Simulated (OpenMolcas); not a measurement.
# Rh²⁺ among point charges: CASSCF levels and susceptibility

Aim: the splitting of the states of Rh²⁺ in the field of 6 point charges, its lowest levels with spin-orbit coupling and its magnetic susceptibility.

Program: OpenMolcas 26.06. Level of theory: state-averaged CASSCF, spin-orbit coupling by RASSI with atomic mean-field integrals. These are calculated values, not measurements, unless marked.

1 further run of the same task is left out (it didn't finish).

## Step 1: The system

| Quantity | Value |
| --- | --- |
| Species | Rh²⁺ (rhodium, Z = 45, 43 electrons) |
| Basis | ANO-RCC-VDZP [6s5p3d1f], 43 functions |
| Scalar Hamiltonian | DKH2, point nucleus |
| Inactive shells | 1s 2s 2p 3s 3p 3d 4s 4p |
| Active space | 7 electrons in 5 orbitals (4d) |
| Some configurations of this space | 4d⁷ |
| Orbitals | optimised for each spin and parity, averaged over all roots |

The outer shells:

4d7
```
4d [↑↓][↑↓][↑ ][↑ ][↑ ]
```

The ion sits among 6 point charges of -1.7 e arranged as a trigonal antiprism (D3d), 2.01 Å from the ion, with a polar angle of 52.0° against the regular 54.74°. The active orbitals were held to one l.

Each step is its own input file, run in one work folder so that later steps find the files of earlier ones. Labels, J, g values, rates, χT and fits are worked out afterwards by a script from the matrices that RASSI stores. The input lists half of the charges; inversion (Group=XYZ) makes the rest.

## Step 2: Basis and integrals

Contents of a.inp:

```
&GATEWAY
Coord
1

Rh 0.0 0.0 0.0
Basis=ANO-RCC-VDZP
Group=XYZ
NoMove
AngMom=0.0 0.0 0.0
AMFI
XField
3 Angstrom 0
0.000000 1.583876 1.237512 -1.700000
1.371677 -0.791938 1.237512 -1.700000
1.371677 0.791938 -1.237512 -1.700000
&SEWARD
```

On the command line:

```bash
$ OMP_NUM_THREADS=1 MOLCAS_MEM=1689 MOLCAS_PROJECT=a pymolcas a.inp > a.log
```

## Step 3: Reference wave functions, quartets of even parity, 10 roots

Contents of a.inp:

```
&RASSCF
FileOrb=start.orb
Symmetry=1
Spin=4
nActEl=7 0 0
Inactive=9 9
Ras2=5 0
CIRoot=10 10 1
SDav=10
CIMx=300
Iter=120 100
PrWF=0.3
OrbListing=Nothing
MaxOrb=0
SupSym
1
15 4 5 6 7 8 10 11 12 13 14 17 18 19 20 21
0
>>> COPY $Project.JobIph JOB001
```

start.orb holds the contracted functions of the basis, ordered by shell, or the orbitals of the step before.

## Step 4: Reference wave functions, doublets of even parity, 40 roots

Contents of a.inp:

```
&RASSCF
FileOrb=start.orb
Symmetry=1
Spin=2
nActEl=7 0 0
Inactive=9 9
Ras2=5 0
CIRoot=40 40 1
SDav=40
CIMx=300
Iter=120 100
PrWF=0.3
OrbListing=Nothing
MaxOrb=0
SupSym
1
15 4 5 6 7 8 10 11 12 13 14 17 18 19 20 21
0
>>> COPY $Project.JobIph JOB002
```

## Step 5: RASSI: spin-orbit coupling between the states

Contents of a.inp:

```
&RASSI
NrOfJobIphs=2 10 40
1 2 3 4 5 6 7 8 9 10
1 2 3 4 5 6 7 8 9 10 11 12 13 14 15 16 17 18 19 20 21 22 23 24 25 26 27
28 29 30 31 32 33 34 35 36 37 38 39 40
IphNames
JOB001
JOB002
EJob
SpinOrbit
DIPRint=1.0
SOCoupling=1000.0
Subsets=2
Property=9
'ANGMOM' 1 'ANGMOM' 2 'ANGMOM' 3 'MLTPL  1' 1 'MLTPL  1' 2 'MLTPL  1' 3
'AMFI' 1 'AMFI' 2 'AMFI' 3
SOProperty=3
'ANGMOM' 1 'ANGMOM' 2 'ANGMOM' 3
```

What does the calculation give? Wanted: spin-free ground state; first state of the same spin within the active space; lowest level; next level.

**Answer**, as computed:

| quantity | value |
| --- | --- |
| method | CASSCF |
| spin-free ground state | 4A2, 1-fold in its orbital part |
| first state of the same spin within the active space | 4E at 1050 cm⁻¹ |
| lowest level | 2-fold E1/2, g = 3.66, 4.87, 4.87 |
| next level | 371.1 cm⁻¹ |
| χT at 300 K | 3.24 cm³ K/mol |
| effective moment at 300 K | 5.09 μB |

**Reading.** The spin-free ground state (4A2) comes to 90 % from free-ion F terms and keeps the highest spin of the shell. χT at 300 K is 3.24, against 1.88 cm³ K/mol for the spin alone, so orbital moment adds to it. An active space of the d shell alone favours high spin; real ions in strong fields can be low spin. The field of point charges can differ much from that of real complexes. With metal d orbitals alone active, the gaps between spin states are rough; where two lie within a few thousand cm-1, their order is open. Point charges carry no covalency, so the field is a model and not that of real ligands.
